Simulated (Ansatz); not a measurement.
# Zr3S2 (R32) in Ansatz: convergence with ecutrho ratio

Aim: find how far ecutrho ratio must go before the results for Zr3S2 settle, at PBE+U. This setting moves, with any that are tied to it; all else stays.

Everything below comes from runs of Ansatz 0.2.0. Logs are shortened: lines on timing, memory, paths and dates and some standing lists are left out, and cuts for length are marked.

## 1. Starting point

Symmetry: R32, No. 155, trigonal system. Conventional cell: a = 5.805 Å, b = 5.805 Å, c = 10.463 Å, α = 90.00°, β = 90.00°, γ = 120.00°. Zr (site symmetry 2) has 4 S at 2.61 to 2.62 Å as nearest neighbours. S (site symmetry 3) has 6 Zr at 2.61 to 2.62 Å as nearest neighbours.

The cell comes from a database or a generator and needn't be the stable form of this composition.

## 2. With ecutrho ratio 4

input.yaml reads:

```yaml
crystal:
  lattice:
    - [2.9025379727, 1.6757810799, 3.4877732718]
    - [-2.9025379727, 1.6757810799, 3.4877732718]
    - [0.0, -3.3515621597, 3.4877732718]
  atoms:
    - { symbol: Zr, position: [0.838727, 0.5, 0.161273] }
    - { symbol: Zr, position: [0.5, 0.161273, 0.838727] }
    - { symbol: Zr, position: [0.161273, 0.838727, 0.5] }
    - { symbol: S, position: [0.665023, 0.665023, 0.665023] }
    - { symbol: S, position: [0.334977, 0.334977, 0.334977] }
hamiltonian:
  xc: pbe
  pseudopotentials: { kind: paw }
  hubbard: { sites: [{ species: Zr, l: d, u_eff: 5.3 }] }
kpoints:
  mp_grid: { grid: [5, 5, 5] }
scf:
  occupations: { method: methfessel_paxton, width: 0.1 }
output:
  forces: true
  stress: true
  eigenvalues: true
basis:
  ecutrho_ratio: 4
```

Potentials or basis: Ansatz PAW.

The run is started by

```sh
> ansatz run input.yaml --threads 2 --pin off --max-ram 5632MiB --backend cpu --events-out ev --progress --plain --runs-dir out
```

The log of the run:

```text
Warning: RAYON_NUM_THREADS=2 ignored (pool sized by the plan → 2); use --threads N
Zr: projections on atomic orbitals take those of the free atom [Ar 3d10] 4s2 4p6 4d2 5s2, of charge +0.00 (hamiltonian.pseudopotentials.projection_atoms); the dataset's partial waves leave at most 4.4e-6 of an orbital's norm unspanned inside its sphere
S: projections on atomic orbitals take those of the free atom [Ne] 3s2 3p4, of charge +0.00 (hamiltonian.pseudopotentials.projection_atoms); the dataset's partial waves leave at most 1.6e-7 of an orbital's norm unspanned inside its sphere
Engine: ansatz 0.2.0, aarch64-unknown-linux-gnu
Pseudopotentials: kind: paw
Pseudopotential: Zr, paw, valence charge 12, recommended cutoff 420 eV (normal), Zr.paw.azcp
Pseudopotential: S, paw, valence charge 6, recommended cutoff 420 eV (normal), S.paw.azcp
Functional definition: PBE
  parameter kappa = 0.804
  parameter beta = 0.06672455060314922
  exchange = pbe_x(kappa = kappa, mu = beta*pi^2/3)
  correlation = pbe_c(beta = beta)
Crystal: 5 atoms, lattice volume = 101.788 Å³
Basis set: ecut = 420 eV, 1949 PW (Γ), exchange–correlation on 72×72×72 points (8 copies of the dense FFT grid, shifted against one another)
Bands: 29, of which v1, the nominal top of the filled ones, is band 24 counted from 1 (23 counted from 0)
Symmetry: 6 space group operations
Space group: R32 (ITA 155), of the structure as read, at distance tolerance 4.7e-5 Å
k-points: 19 of 125 (time reversal used)
Non-local potential: Zr, projectors of the file, l = 0: 3, l = 1: 2, l = 2: 2, l = 3: 2
Non-local potential: S, projectors of the file, l = 0: 2, l = 1: 2, l = 2: 2
PAW form: soft (Blöchl's): semilocal exchange-correlation on the pseudo side does not see the compensation charge
PAW one-centre angular grid: Zr, 590 points (default); XC on 64 Gauss nodes
PAW one-centre angular grid: S, 110 points (default); XC on 64 Gauss nodes
Initial density: superposition of atomic densities (chi_scale 0.1, normalization cell, long waves of neutral atoms under a Hubbard term (reshape's long-wave potential 0.00 eV rms, cloud 2.80 Å wide))
Initial wavefunctions: pseudopotential atomic-orbital guess
Functional: x = pbe(κ = 0.804, μ = 0.2195149727645171), c = pbe(β = 0.06672455060314922)
iter 1 solved again at ethr=2.22e-3 eV; its pass at ethr=3.10e-3 eV (dr2=1.07e0 eV) is discarded
SCF iter   1: F=—  HF=-14343.500733 eV  |F-HF|=—  |Δ(HF+E_count)|=         —  Δρ=3.01e-2  dr2=1.07e0  ethr=2.22e-3  ⟨swp⟩=1.0  Hψ=3022  notcnv=0
preconditioner: auto → Kerker (q_TF=auto, 2.407 Å⁻¹)  [metal: Δε(μ)=0.056 eV  Ē_g=6.782 eV  σ=0.100 eV  W_gap=0.45  n_scr=20 (ndim 8)  ℏωp=18.0 eV  f_vac=0.000  D(μ)=0.90/eV (n_scr^D=0)]
SCF iter   2: F=—  HF=-14344.235145 eV  |F-HF|=—  |Δ(HF+E_count)|=   7.34e-1  S|Δr|=    0.00e0  Δρ=1.98e-2  dr2=5.24e-1  ethr=2.22e-3  ⟨swp⟩=2.0  Hψ=709  notcnv=0
SCF iter   3: F=—  HF=-14344.549039 eV  |F-HF|=—  |Δ(HF+E_count)|=   3.14e-1  S|Δr|=    0.00e0  Δρ=4.84e-3  dr2=2.77e-2  ethr=1.09e-3  ⟨swp⟩=2.9  Hψ=998  notcnv=0  defer=1
SCF iter   4: F=—  HF=-14344.570932 eV  |F-HF|=—  |Δ(HF+E_count)|=   2.19e-2  S|Δr|=    0.00e0  Δρ=2.43e-3  dr2=4.79e-3  ethr=5.77e-5  ⟨swp⟩=2.1  Hψ=790  notcnv=0  defer=1
SCF iter   5: F=—  HF=-14344.585319 eV  |F-HF|=—  |Δ(HF+E_count)|=   1.44e-2  S|Δr|=    0.00e0  Δρ=1.85e-3  dr2=3.07e-3  ethr=9.98e-6  ⟨swp⟩=2.6  Hψ=1027  notcnv=0  defer=1
SCF iter   6: F=—  HF=-14344.600756 eV  |F-HF|=—  |Δ(HF+E_count)|=   1.54e-2  S|Δr|=    0.00e0  Δρ=1.14e-3  dr2=8.80e-4  ethr=6.39e-6  ⟨swp⟩=2.7  Hψ=1061  notcnv=0  defer=1
SCF iter   7: F=—  HF=-14344.604042 eV  |F-HF|=—  |Δ(HF+E_count)|=   3.29e-3  S|Δr|=    0.00e0  Δρ=9.00e-4  dr2=5.20e-4  ethr=1.83e-6  ⟨swp⟩=2.9  Hψ=1025  notcnv=0  defer=1
SCF iter   8: F=—  HF=-14344.609460 eV  |F-HF|=—  |Δ(HF+E_count)|=   5.42e-3  S|Δr|=    0.00e0  Δρ=5.12e-4  dr2=2.24e-4  ethr=1.08e-6  ⟨swp⟩=3.0  Hψ=1068  notcnv=0  defer=1
SCF iter   9: F=—  HF=-14344.610275 eV  |F-HF|=—  |Δ(HF+E_count)|=   8.15e-4  S|Δr|=    0.00e0  Δρ=2.39e-4  dr2=4.40e-5  ethr=4.66e-7  ⟨swp⟩=2.9  Hψ=1105  notcnv=0  defer=1
SCF iter  10: F=—  HF=-14344.610383 eV  |F-HF|=—  |Δ(HF+E_count)|=   1.08e-4  S|Δr|=    0.00e0  Δρ=1.43e-4  dr2=1.51e-5  ethr=9.16e-8  ⟨swp⟩=2.5  Hψ=1047  notcnv=0  defer=1
SCF iter  11: F=—  HF=-14344.610424 eV  |F-HF|=—  |Δ(HF+E_count)|=   4.14e-5  S|Δr|=    0.00e0  Δρ=1.35e-4  dr2=1.46e-5  ethr=3.14e-8  ⟨swp⟩=3.0  Hψ=1142  notcnv=0  defer=1
SCF iter  12: F=—  HF=-14344.610515 eV  |F-HF|=—  |Δ(HF+E_count)|=   9.03e-5  S|Δr|=    0.00e0  Δρ=5.43e-5  dr2=2.88e-6  ethr=3.05e-8  ⟨swp⟩=2.5  Hψ=1026  notcnv=0  defer=1
SCF iter  13: F=—  HF=-14344.610523 eV  |F-HF|=—  |Δ(HF+E_count)|=   8.15e-6  S|Δr|=    0.00e0  Δρ=1.49e-5  dr2=3.29e-7  ethr=6.00e-9  ⟨swp⟩=2.6  Hψ=1028  notcnv=0  defer=1
SCF iter  14: F=-14344.610523 eV  HF=-14344.610523 eV  |F-HF|=8.59e-9  |Δ(HF+E_count)|=   5.55e-7  S|Δr|=    0.00e0  Δρ=4.26e-6  dr2=2.05e-8  ethr=2.08e-10  ⟨swp⟩=7.7  Hψ=2539  notcnv=0
SCF 1 converged in 14 iterations: F = -14344.610523 eV  dr2 = 2.05e-8
SCF converged after 14 iterations
Stability not checked: this state was not tested for a lower state beside it, because cold or Methfessel-Paxton smearing, or corrected tetrahedra, fill the levels in a way that the test cannot read (fill_not_monotonic; see scf.lower_state_search)
Free energy (F): -14344.610523 eV
Harris-Foulkes:  -14344.610523 eV  (|F-HF|=8.59e-9)
Internal energy: -14344.610338 eV  (E = F + TS)
E sigma→0 (E₀):  -14344.610477 eV
Entropy (-TS):   -0.000185 eV (-0.037 meV/atom)
Fermi energy:    13.462448 eV
--- Per-component energies (eV) ---
  E_band       = -291.662394
  E_kinetic    = 1220.624070
  E_local      = -2252.462915  (includes V_loc(G=0)·N_el)
  E_nonlocal   = 293.983588
  E_hartree    = 721.127523
  E_xc         = -683.342222
  E_vxc        = -753.304440  (∫ρ·V_xc dr)
  E_hubbard    = 15.736033  (on-site DFT+U / exact-exchange correction)
  E_vhub       = 7.305610  (the Hubbard potential's part of the band-sum identity)
  E_paw        = -10062.093842  (= ΣΔE_a)
  E_vpaw       = -250.060107  (= ΣTr[D̂ρ^β])
  E_aug_tail   = 0.000076  (compensation charges beyond the density's cutoff)
  E_ewald      = -3598.182649
  E_smearing   = -0.000185  (= −TS)
  E_closure    = -0.000000  (closes the sum)
  Σ components = -14344.610523   (vs F -14344.610523, Δ=0.00e0)
--- Forces (eV/Å), atoms counted from 1 ---
  atom   1  Zr    -0.04179280    -0.07238725     0.00000000
  atom   2  Zr    -0.04179280     0.07238725    -0.00000000
  atom   3  Zr     0.08358560     0.00000000     0.00000000
  atom   4  S      0.00000000    -0.00000000    -0.11186206
  atom   5  S      0.00000000     0.00000000     0.11186206
  max |Σ_I F_I| component: 2.31e-17 eV/Å
--- Stress (GPa, compression-positive) ---
        5.390854       0.000000       0.000000
        0.000000       5.390854       0.000000
       -0.000000       0.000000       6.258027
  P = ⅓ Tr σ = 5.6799 GPa (56.799 kbar)
--- Band table (eV; the first three rows and the last of 19) ---
  k-point 0: bands = ["-36.6571", "-36.5805", "-36.5805", "-14.8023", "-14.7573", "-14.7573", "-14.7341", "-14.7324", "-14.7324", "-14.6327", "-14.3905", "-14.3905", "-1.8190", "-0.3750", "7.4496", "7.4496", "7.6875", "8.8315", "9.0472", "9.0472", "10.2886", "11.7091", "13.5229", "13.5229", "14.3686", "14.3686", "14.9930", "16.0892", "16.0892"]
  k-point 1: bands = ["-36.6491", "-36.5855", "-36.5781", "-14.8606", "-14.8176", "-14.7876", "-14.7076", "-14.6701", "-14.6557", "-14.6019", "-14.4493", "-14.4019", "-1.6495", "-0.4410", "7.2827", "7.5269", "7.7287", "8.4848", "8.8627", "9.1796", "10.7251", "12.1368", "13.0336", "13.2640", "13.9637", "14.6239", "14.6907", "15.9631", "16.2655"]
  k-point 2: bands = ["-36.6268", "-36.6004", "-36.5762", "-14.9007", "-14.8318", "-14.7849", "-14.6860", "-14.6607", "-14.6540", "-14.5387", "-14.5052", "-14.4277", "-1.2690", "-0.6542", "7.1353", "7.4157", "7.7593", "8.2853", "8.5679", "9.4532", "11.5018", "12.3465", "12.5455", "12.7765", "13.5809", "14.6638", "15.0759", "15.5614", "15.9457"]
  k-point 18: bands = ["-36.6276", "-36.5911", "-36.5860", "-14.9632", "-14.8955", "-14.8074", "-14.6817", "-14.6507", "-14.6205", "-14.6066", "-14.4281", "-14.3832", "-0.7379", "-0.4862", "6.2510", "7.1073", "7.3233", "8.3957", "9.0042", "9.1340", "12.2798", "12.5560", "12.8286", "13.0323", "13.8266", "14.0190", "14.7715", "15.3161", "15.6079"]
Occupation matrices written to <dir>
```

occupation_matrices:

```text
# The occupation matrices of the corrected shells as a run of Ansatz 0.0.0 ended. An entry of
# hamiltonian.hubbard.sites starts from them by `starting_ns: <path of this file>`, where that key's refused
# combinations let it.
# Free energy -14344.610523 eV.
# projection_atom_Zr: [Ar 3d10] 4s2 4p6 4d2 5s2
# projection_atom_S: [Ne] 3s2 3p4
[... 33 lines left out ...]
      - [-0.042191616362728945, 0.01869365961152095, 0.005195176429959955, -0.07608914451342276, 0.2922913665450658]
  site2_d:
    matrix:
      - [0.4460852223226391, 0.0, -0.040113769807303926, 0.04871868212897984, 0.0]
      - [-8.673617379884035e-19, 0.1953186058459064, 0.0, 0.0, 0.00969535008241033]
      - [-0.040113769807303926, 2.168404344971009e-19, 0.20607011211674317, 0.02169309612041722, 0.0]
      - [0.04871868212897984, 0.0, 0.02169309612041722, 0.24836127847821887, 0.0]
      - [0.0, 0.009695350082410334, 0.0, 0.0, 0.4240816307468508]
```

Wall time 6.2 s (2 threads of Arm Neoverse V1, shared host); peak memory 0.38 GiB.

What came out:

```yaml
Free_energy: -14344.6105 eV
Pressure: 5.7 GPa
Largest_force: 0.112 eV/Å
Band_gap_on_the_k_mesh: none (metal or under the smearing width)
```

## 3. With ecutrho ratio 5

input.yaml, as its differences from that of step 2:

```diff
@@ -24,2 +24,2 @@
 basis:
-  ecutrho_ratio: 4
+  ecutrho_ratio: 5
```

Potentials or basis: Ansatz PAW.

The run is started by

```sh
> ansatz run input.yaml --threads 2 --pin off --max-ram 5632MiB --backend cpu --events-out ev --progress --plain --runs-dir out
```

Wall time 6.2 s (2 threads of Arm Neoverse V1, shared host); peak memory 0.39 GiB.

Results:

```yaml
Free_energy: -14344.6105 eV
Pressure: 5.7 GPa
Largest_force: 0.112 eV/Å
Band_gap_on_the_k_mesh: none (metal or under the smearing width)
```

## 4. With ecutrho ratio 6

input.yaml, as its differences from that of step 3:

```diff
@@ -24,2 +24,2 @@
 basis:
-  ecutrho_ratio: 5
+  ecutrho_ratio: 6
```

The run is started by

```sh
> ansatz run input.yaml --threads 2 --pin off --max-ram 5632MiB --backend cpu --events-out ev --progress --plain --runs-dir out
```

It took 6.2 s on 2 threads of Arm Neoverse V1, shared host; peak memory 0.39 GiB.

What came out:

```
Free energy            : -14344.6105 eV
Pressure               : 5.7 GPa
Largest force          : 0.112 eV/Å
Band gap on the k mesh : none (metal or under the smearing width)
```

## 5. With ecutrho ratio 8

input.yaml, as its differences from that of step 4:

```diff
@@ -24,2 +24,2 @@
 basis:
-  ecutrho_ratio: 6
+  ecutrho_ratio: 8
```

The run is started by

```sh
> ansatz run input.yaml --threads 2 --pin off --max-ram 5632MiB --backend cpu --events-out ev --progress --plain --runs-dir out
```

Run time: 6.5 s. Hardware: 2 threads of Arm Neoverse V1, shared host; peak memory 0.43 GiB.

Results (log left out):

* Free energy: -14344.6105 eV
* Pressure: 5.7 GPa
* Largest force: 0.112 eV/Å
* Band gap on the k mesh: none (metal or under the smearing width)

## 6. With ecutrho ratio 10

input.yaml, as its differences from that of step 5:

```diff
@@ -24,2 +24,2 @@
 basis:
-  ecutrho_ratio: 8
+  ecutrho_ratio: 10
```

Potentials or basis: Ansatz PAW.

The run is started by

```sh
> ansatz run input.yaml --threads 2 --pin off --max-ram 5632MiB --backend cpu --events-out ev --progress --plain --runs-dir out
```

Wall time 6.7 s (2 threads of Arm Neoverse V1, shared host); peak memory 0.48 GiB.

It converged, with:

```
Free energy            : -14344.6105 eV
Pressure               : 5.7 GPa
Largest force          : 0.112 eV/Å
Band gap on the k mesh : none (metal or under the smearing width)
```

## 7. With ecutrho ratio 12

input.yaml, as its differences from that of step 6:

```diff
@@ -24,2 +24,2 @@
 basis:
-  ecutrho_ratio: 10
+  ecutrho_ratio: 12
```

The run is started by

```sh
> ansatz run input.yaml --threads 2 --pin off --max-ram 5632MiB --backend cpu --events-out ev --progress --plain --runs-dir out
```

It took 7 s on 2 threads of Arm Neoverse V1, shared host; peak memory 0.53 GiB.

Results (log left out):

| Quantity | Value |
| --- | --- |
| Free energy | -14344.6105 eV |
| Pressure | 5.7 GPa |
| Largest force | 0.112 eV/Å |
| Band gap on the k mesh | none (metal or under the smearing width) |

## 8. Result

```
ecutrho ratio  energy less the tightest run, at zero smearing (meV/atom)  SCF cycles  CPU time (s)  peak memory (GiB)
            4                                                       0.00          14            12               0.38
            5                                                       0.00          14            12               0.39
            6                                                       0.00          14            12               0.39
            8                                                       0.00          14            13               0.43
           10                                                       0.00          14            13               0.48
           12                                                       0.00          14            14               0.53
```

Against the tightest run, the energy stays within 1 meV/atom from 4 on. The tightest run that finished is the yardstick and may itself not be fully converged.

Caveats: U without spin polarisation on a metal has little footing.
